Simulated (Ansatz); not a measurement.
# SiH3Br (singlet): the correlation ladder, cc-pVDZ

One table from this session's results is given with a row withheld; the runs are named, their logs left out.

Program: Ansatz 0.2.0, Gaussian basis. Level of theory: cc-pVDZ, core rule «outside noble gas», up to 19 orbitals frozen. These are calculated values, not measurements.

To be run: UHF; CCSD(T) on RHF; BCCD(T) on RHF; CISD; CCSDT(Q) on RHF; CASSCF and MRCISD+Q, 14 electrons in 11 orbitals; CASSCF and NEVPT2, 14 electrons in 11 orbitals.

15 further runs of the same task are left out: 1 for a known fault of the program, 6 that didn't finish, 8 set aside as unsound or not needed.

### The geometry

The geometry is a PBE0/def2-TZVP stationary point (not a proven minimum). No spin-orbit coupling is included. The filled d shell of Br may be among the frozen orbitals whatever the setting's name suggests; the logs give the count.

5 atoms, charge 0, spin multiplicity 1.

Atoms are counted from 1 here; the program's logs count them from 0.

Bond lengths: Si1–Br2 2.220 Å, Si1–H3 1.481 Å, Si1–H4 1.481 Å, Si1–H5 1.481 Å. Angles: Br2–Si1–H3 108.4°, Br2–Si1–H4 108.4°, Br2–Si1–H5 108.4°, H3–Si1–H4 110.5°, H3–Si1–H5 110.5°, H4–Si1–H5 110.5°.

Geometry (Å):

```
Si   -1.5849   -0.0109    0.0039
Br    0.6347    0.0044   -0.0016
H    -2.0621    1.3906    0.0069
H    -2.0445   -0.7181    1.2208
H    -2.0506   -0.7149   -1.2124
```

The first run:

The input, in.yaml:

```yaml
crystal:
  periodic: [false, false, false]
  atoms:
    - {symbol: Si, position_ang: [-1.584866, -0.010911, 0.003926]}
    - {symbol: Br, position_ang: [0.634735, 0.004370, -0.001572]}
    - {symbol: H, position_ang: [-2.062066, 1.390643, 0.006932]}
    - {symbol: H, position_ang: [-2.044541, -0.718097, 1.220754]}
    - {symbol: H, position_ang: [-2.050590, -0.714937, -1.212434]}
basis:
  gaussian: {orbitals: cc-pVDZ}
magnetization: {spin_polarized: true, initial_magnetization: 0}
hamiltonian: {xc: hf}
output: {orbitals: {seedname: orbitals}}
```

On the command line:

```console
$ ansatz run in.yaml --threads 1 --pin off --events-out ev --progress --plain --max-ram 2393MiB
```

Among the steps run: UHF; CCSD(T) on RHF; BCCD(T) on RHF; CISD; CCSDT(Q) on RHF; CASSCF and MRCISD+Q, 14 electrons in 11 orbitals; CASSCF and NEVPT2, 14 electrons in 11 orbitals.

One table of the session follows, with a row left open; its other results are not shown here.

It belongs to the step «Misses and costs». 

| method | from RCCSDT(Q) (kJ/mol) |
| --- | --- |
| RHF | +679.3 |
| RMP2 | +104.2 |
| CISD | +71.9 |
| RCCSD | +15.7 |
| RCCSD(T) | +2.8 |
| BCCD(T) | +2.7 |
| RCCSDT | ? |
| RCCSDT(Q) | 0 |
| CASSCF valence | +531.3 |
| NEVPT2 valence | +133.4 |
| MRCISD valence | +44.2 |
| MRCISD+Q valence | +3.0 |

Estimate the missing values for RCCSDT.

The run gave: from RCCSDT(Q) (kJ/mol): +1.0. In the column «from RCCSDT(Q) (kJ/mol)» it lies between RCCSDT(Q) (0) and BCCD(T) (+2.7).

With the free atoms at the same levels and basis (separate runs), the atomisation energy is 12.827 eV at RCCSDT(Q), 12.818 eV at RCCSD(T), 10.502 eV at RHF.
